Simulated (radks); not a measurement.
**Eu⁴⁴⁺ in [Ar] 3d1: an all-electron calculation**

Wanted: eigenvalues, radial structure and energy terms of the europium ion Eu44+.

Method: non-relativistic Kohn-Sham, PBEsol, spin-unpolarised, spherical densities, point nucleus. Code: radks (a radial shooting solver on a logarithmic mesh, Libxc functionals) version 1.

**1. Starting point**

| Property | Result |
| --- | --- |
| element | europium (Z = 63) |
| charge | +44 |
| electrons | 19 |
| configuration | [Ar] 3d1 |

Outer shells as boxes (Hund's rule):

Eu⁴⁴⁺
```
[Ar] core
3d [↑ ][  ][  ][  ][  ]
```

**2. The run**

Settings of this run:

```text
Z 63
configuration [Ar] 3d1
relativity non-relativistic
functional pbe_sol,pbe_sol
spin unpolarised
nucleus point
```

**Question.** What will this run give?

As calculated:

| quantity | value |
| --- | --- |
| total energy | -8750.5923 hartree |
| exchange-correlation share of it | 1.57 % |
| −T/E | 0.9999 |
| highest occupied level | 3d, -3425.8 eV |
| most extended occupied level | 3s, <r> = 0.246 bohr |
| radius at density 0.001 e/bohr³ | 0.713 bohr |
| maxima of the radial density | 3 |
| ionisation energy, NIST | 3510 (theory) eV |

**Reading.** The radial density shows 3 maxima for 3 occupied principal shells. The ratio −T/E is 0.9999; for a non-relativistic Coulomb system it is 1 up to the kinetic part of correlation. The top level binds by 3425.8 eV, 98 % of the NIST ionisation energy of 3510 eV. Relativity is left out here, which matters for elements this heavy. Spin polarisation and multiplet splitting are left out.
